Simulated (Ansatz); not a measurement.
**H14N2Si4Sn: basis-set convergence**

An exercise on one series of results from a longer session: the logs are not shown, and one member is left open.

The runs use Ansatz 0.2.0, Gaussian basis; one geometry, several basis sets.

Levels to be run: PBE0-D4/def2-SVP; ωB97M-V/def2-SVP; PBE0-D4/def2-QZVPP; ωB97M-V/def2-QZVPP; the functionals' def2-TZVPP values are taken from earlier runs.

1 further run of the same task is left out (for a known fault of the program). Runs told in other sessions of the task aren't counted.

## The geometry

The geometry comes from an earlier relaxation with PBE0-D4 in a triple-zeta def2 set; it is a stationary point, not always the lowest conformer. Sn takes the def2 core potential; no spin-orbit term is included.

SMILES `[SiH3][N]([SiH3])[SnH2][N]([SiH3])[SiH3]`, 21 atoms, charge 0, spin multiplicity 1.

Atoms are counted from 1 here; the program's logs count them from 0.

Bond lengths: Si1–N2 1.727 Å, Si1–H8 1.488 Å, Si1–H9 1.489 Å, Si1–H10 1.490 Å, N2–Si3 1.730 Å, N2–Sn4 2.034 Å, Si3–H11 1.490 Å, Si3–H12 1.488 Å, Si3–H13 1.489 Å, Sn4–N5 2.034 Å, Sn4–H14 1.701 Å, Sn4–H15 1.701 Å, N5–Si6 1.727 Å, N5–Si7 1.730 Å, Si6–H16 1.489 Å, Si6–H17 1.490 Å, Si6–H18 1.488 Å, Si7–H19 1.490 Å and more. Angles: N2–Si1–H8 109.9°, N2–Si1–H9 109.2°, N2–Si1–H10 112.5°, H8–Si1–H9 109.6°, H8–Si1–H10 107.7°, H9–Si1–H10 107.9°, Si1–N2–Si3 120.8°, Si1–N2–Sn4 121.8°, Si3–N2–Sn4 117.2°, N2–Si3–H11 108.0°, N2–Si3–H12 112.4°, N2–Si3–H13 111.0°, H11–Si3–H12 108.5°, H11–Si3–H13 109.0°, H12–Si3–H13 107.9°, N2–Sn4–N5 103.7°, N2–Sn4–H14 106.8°, N2–Sn4–H15 110.9° and more.

Set-up of the first run:

Input file in.yaml:

```yaml
crystal:
  periodic: [false, false, false]
  atoms:
    - {symbol: Si, position_ang: [1.457518, -2.208456, -1.502132]}
    - {symbol: N, position_ang: [0.270105, -0.977794, -1.262509]}
    - {symbol: Si, position_ang: [0.259874, 0.446056, -2.244911]}
    - {symbol: Sn, position_ang: [-1.075889, -1.067924, 0.260081]}
    - {symbol: N, position_ang: [-0.669356, 0.591811, 1.363174]}
    - {symbol: Si, position_ang: [-1.840487, 1.837847, 1.604122]}
    - {symbol: Si, position_ang: [0.948590, 0.774213, 1.948272]}
    - {symbol: H, position_ang: [1.804787, -2.838100, -0.199401]}
    - {symbol: H, position_ang: [2.676926, -1.600744, -2.102960]}
    - {symbol: H, position_ang: [0.985637, -3.287669, -2.414400]}
    - {symbol: H, position_ang: [-1.012359, 1.176284, -1.984601]}
    - {symbol: H, position_ang: [1.396519, 1.355447, -1.936750]}
    - {symbol: H, position_ang: [0.331840, 0.097440, -3.690638]}
    - {symbol: H, position_ang: [-0.727784, -2.480914, 1.140958]}
    - {symbol: H, position_ang: [-2.664477, -0.898765, -0.323123]}
    - {symbol: H, position_ang: [-1.153529, 3.157929, 1.659859]}
    - {symbol: H, position_ang: [-2.603311, 1.666304, 2.872243]}
    - {symbol: H, position_ang: [-2.817739, 1.832364, 0.482088]}
    - {symbol: H, position_ang: [1.626420, -0.549007, 1.854995]}
    - {symbol: H, position_ang: [0.951409, 1.223865, 3.367684]}
    - {symbol: H, position_ang: [1.730806, 1.760511, 1.154851]}
basis:
  gaussian: {orbitals: def2-SVP}
hamiltonian: {xc: pbe0, dispersion: d4}
output: {orbitals: {seedname: orbitals}}
```

The run is started by

```sh
$ ansatz run in.yaml --threads 4 --pin off --events-out ev --progress --plain --max-ram 41984MiB --backend cpu
```

Among the steps run: PBE0-D4 in def2-SVP; ωB97M-V in def2-SVP; PBE0-D4 in def2-QZVPP; ωB97M-V in def2-QZVPP.

One of the session's tables, all rows but one given; the rest of the session is left out.

It belongs to the step «Functionals by basis». 

| functional | basis | HOMO (eV) |
| --- | --- | --- |
| PBE0-D4 | def2-SVP | -7.36 |
| PBE0-D4 | def2-TZVPP | -7.46 |
| PBE0-D4 | def2-QZVPP | -7.48 |
| ωB97M-V | def2-SVP | ? |
| ωB97M-V | def2-TZVPP | -9.71 |
| ωB97M-V | def2-QZVPP | -9.73 |

Q: Estimate the row for ωB97M-V, def2-SVP from the others.

As computed: HOMO (eV): -9.57. In the column «HOMO (eV)» it lies between ωB97M-V, def2-TZVPP (-9.71) and PBE0-D4, def2-QZVPP (-7.48).
